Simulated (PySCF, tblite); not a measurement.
# C₇H₅F₂O radical: geometry, infrared bands and EPR parameters

Aim: predict the infrared bands and EPR parameters of C₇H₅F₂O radical (`FC(F)Oc1cc[c]cc1`).

Computed with tblite 0.8.0 and PySCF 2.14.0, with density-fitted response routines of our own, on a single molecule in the gas phase. Atoms are numbered from 0 throughout.

## 1. The starting structure

15 atoms, charge 0, multiplicity 2; geometry from: force field or distance geometry start.

Bonds of the start (Å): F0–C1 1.38, C1–F2 1.35, C1–O3 1.41, O3–C4 1.36, C4–C5 1.40, C5–C6 1.39, C6–C7 1.39, C7–C8 1.39, C8–C9 1.39, C9–C4 1.40, C1–H10 1.09, C5–H11 1.09, C6–H12 1.10, C8–H13 1.09, C9–H14 1.09.

## 2. Relaxing the molecule with GFN2-xTB

The job: settings as JSON, then the geometry in Å.

```
{"job": {"kind": "relax", "xc": "GFN2-xTB", "basis": "xTB"}, "charge": 0, "multiplicity": 2}
F      3.450300    -0.495200     1.276200
C      2.395400     0.061800     0.592000
F      2.786100     0.123400    -0.695600
O      1.301400    -0.822800     0.714800
C      0.091300    -0.362200     0.302800
C     -1.016500    -1.091700     0.743100
C     -2.305500    -0.715000     0.377500
C     -2.497800     0.387900    -0.440300
C     -1.404300     1.103400    -0.908500
C     -0.115100     0.734800    -0.541000
H      2.201400     1.054300     1.005800
H     -0.866900    -1.959500     1.389500
H     -3.166700    -1.284400     0.745400
H     -1.568100     1.954100    -1.571600
H      0.710500     1.319200    -0.954300
```

Started as:

```
> OMP_NUM_THREADS=1 python probes_run.py task.json out
```

This one command runs all jobs of the session in turn.

**Question.** This job is followed by: GFN2-xTB harmonic vibrations, gas phase; UKS B3LYP, pcH-1 on C F H O, non-relativistic, mean-field spin-orbit, GIAO. What will the session give for the following? strongest single infrared mode (GFN2-xTB); zero-point energy (GFN2-xTB); g(iso) (B3LYP); ⟨S²⟩; largest a(iso) (averaged by class); potential on the surface of density 0.002 e/bohr³, 1st and 99th percentile.

The runs gave:

| quantity | value |
| --- | --- |
| strongest single infrared mode (GFN2-xTB) | 1132 cm⁻¹, 249 km/mol |
| zero-point energy (GFN2-xTB) | 62.9 kcal/mol |
| g(iso) (B3LYP) | 2.00222 |
| ⟨S²⟩ | 0.757 (exact 0.75) |
| largest a(iso) (averaged by class) | 13C on C7, 409.7 MHz |
| potential on the surface of density 0.002 e/bohr³, 1st and 99th percentile | -0.80 V and 1.40 V |

What this shows: The optimisation took 42 steps and gained 0.201 eV; among the close pairs (by a distance rule), C1–O3 changed most, from 1.412 to 1.345 Å. All 39 modes are real, so the xTB geometry is a minimum. The strongest single mode, at 1132 cm⁻¹, moves mainly C1 and O3. GFN2-xTB is a fitted tight-binding method: band positions and strengths are rough. Its intensities can rank the bands wrongly. Most of the unpaired spin sits on C7 (1.01 e). The isotropic g lies 0.1 ppt below the free-electron value.
